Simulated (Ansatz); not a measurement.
# SbHF2: one structure at several levels

The task here is to estimate one member of a computed series from the others.

Program: Ansatz 0.2.0, Gaussian basis. Level of theory: single points in def2-TZVPP. These are calculated values, not measurements.

Correlated methods freeze the cores. Filled d shells of the heavier atoms are correlated. Core potentials replace the inner electrons past krypton, and spin-orbit coupling is left out.

## The starting structure

4 atoms, charge 0, spin multiplicity 1.

Atoms are counted from 1 here; the program's logs count them from 0.

Bond lengths: F1–Sb2 2.004 Å, Sb2–F3 1.960 Å, Sb2–H4 1.682 Å. Angles: F1–Sb2–F3 90.2°, F1–Sb2–H4 86.0°, F3–Sb2–H4 88.4°.

Coordinates:

| atom | x (Å) | y (Å) | z (Å) |
| --- | --- | --- | --- |
| F1 | 1.14290 | -0.67170 | 0.93310 |
| Sb2 | -0.67240 | -0.49340 | 0.10210 |
| F3 | -0.56700 | 1.45590 | 0.27560 |
| H4 | 0.14230 | -0.35880 | -1.36270 |

The first run:

run/in.yaml

```yaml
crystal:
  periodic: [false, false, false]
  atoms:
    - {symbol: F, position_ang: [1.142900, -0.671700, 0.933100]}
    - {symbol: Sb, position_ang: [-0.672400, -0.493400, 0.102100]}
    - {symbol: F, position_ang: [-0.567000, 1.455900, 0.275600]}
    - {symbol: H, position_ang: [0.142300, -0.358800, -1.362700]}
basis:
  gaussian: {orbitals: def2-TZVPP}
correlation: {method: ccsd_t}
output: {forces: true}
```

The command line of these runs was not kept.

Among the steps run: CCSD(T)/def2-TZVPP; PBE0-D4/def2-TZVPP; wB97M-V/def2-TZVPP; r2SCAN-D4/def2-TZVPP; PBE-D4/def2-TZVPP; wB97X-V/def2-TZVPP; SPW92/def2-TZVPP.

One of the session's tables, all rows but one given; the rest of the session is left out.

| method | RMS force component (eV/Å) | angle to CCSD(T) forces (°) | dipole (D) |
| --- | --- | --- | --- |
| CCSD(T) | 1.179 | reference | 4.30 |
| PBE0-D4 | 1.092 | 5.0 | 4.26 |
| wB97M-V | ? | ? | ? |
| r2SCAN-D4 | 1.021 | 6.5 | 4.10 |
| PBE-D4 | 0.762 | 19.4 | 3.97 |
| wB97X-V | 1.135 | 1.7 | 4.34 |
| SPW92 | 1.036 | 10.1 | 4.02 |

**Question.** Estimate the row for wB97M-V.

The run gave: RMS force component (eV/Å): 1.103; angle to CCSD(T) forces (°): 1.4; dipole (D): 4.34. In the column «RMS force component (eV/Å)» it lies between PBE0-D4 (1.092) and wB97X-V (1.135).
